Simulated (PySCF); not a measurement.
**A diatomic session: SrBr+**

The task here is to estimate one member of a computed series from the others.

The runs use PySCF 2.14.0; Sr def2-SVP with ECP28, Br def2-SVP, scalar-relativistic core potentials.

Set-up of the first run:

A driver script around PySCF takes these settings:

```
atoms                         : Sr, Br
charge                        : 1
basis                         : Sr def2-SVP with ECP28, Br def2-SVP
Hamiltonian                   : scalar-relativistic core potentials
basis functions               : 55
electrons treated             : 44
masses in u                   : 87.9056, 78.9183
levels                        : PBE0, PBE, r²SCAN, MN15, M06, BLYP, HF, MP2, SCS-MP2, CCSD, CCSD(T)
grid                          : 80 radial by 434 angular points
occupations                   : held fixed by the projection of orbital angular momentum
dissociation limit            : Sr+ + Br, each in its ground configuration
starting distance in angstrom : 2.925
values of 2S to try           : 0, 2
```

Started as:

```bash
> OMP_NUM_THREADS=1 python dia.py task.json out
```

Among the steps run: Input; First curve: PBE0; Higher solutions at PBE0; PBE (GGA); r²SCAN (meta-GGA); MN15 (hybrid meta-GGA); M06; BLYP; RHF (mean field); Adding correlation.

One table of the session follows, with a row left open; its other results are not shown here.

Energy (eV) from each level's lowest point:

| R (Å) | RHF | RHF-MP2 | RHF-SCS-MP2 | RHF-CCSD | RHF-CCSD(T) |
| --- | --- | --- | --- | --- | --- |
| 2.283 | 1.501 | 1.311 | 1.342 | n/a | n/a |
| 2.389 | 0.738 | 0.608 | 0.629 | 0.627 | 0.625 |
| 2.496 | 0.287 | 0.210 | 0.221 | 0.220 | 0.220 |
| 2.575 | 0.101 | 0.058 | 0.063 | 0.063 | 0.063 |
| 2.655 | 0.012 | 0.000 | 0.000 | 0.000 | 0.000 |
| 2.735 | 0.000 | 0.015 | 0.010 | 0.010 | 0.010 |
| 2.841 | ? | ? | ? | ? | ? |
| 2.974 | 0.261 | 0.338 | 0.321 | 0.322 | 0.320 |
| 3.133 | 0.578 | 0.683 | 0.659 | 0.660 | 0.656 |
| 3.345 | 1.078 | 1.207 | 1.176 | n/a | n/a |

**Question.** Estimate the row for R (Å) = 2.841.

Worked estimate for «RHF». A straight line through the neighbours (2.735, 0.000) and (2.974, 0.261) gives 0.000 + (0.261 − 0.000) × (2.841 − 2.735) / (2.974 − 2.735) = 0.116; a parabola fitted to 4 rows on both sides gives 0.082.

**Answer.** RHF: 0.072; RHF-MP2: 0.117; RHF-SCS-MP2: 0.107; RHF-CCSD: 0.107; RHF-CCSD(T): 0.107. In «RHF» the line misses by +0.044 and the parabola by +0.010.
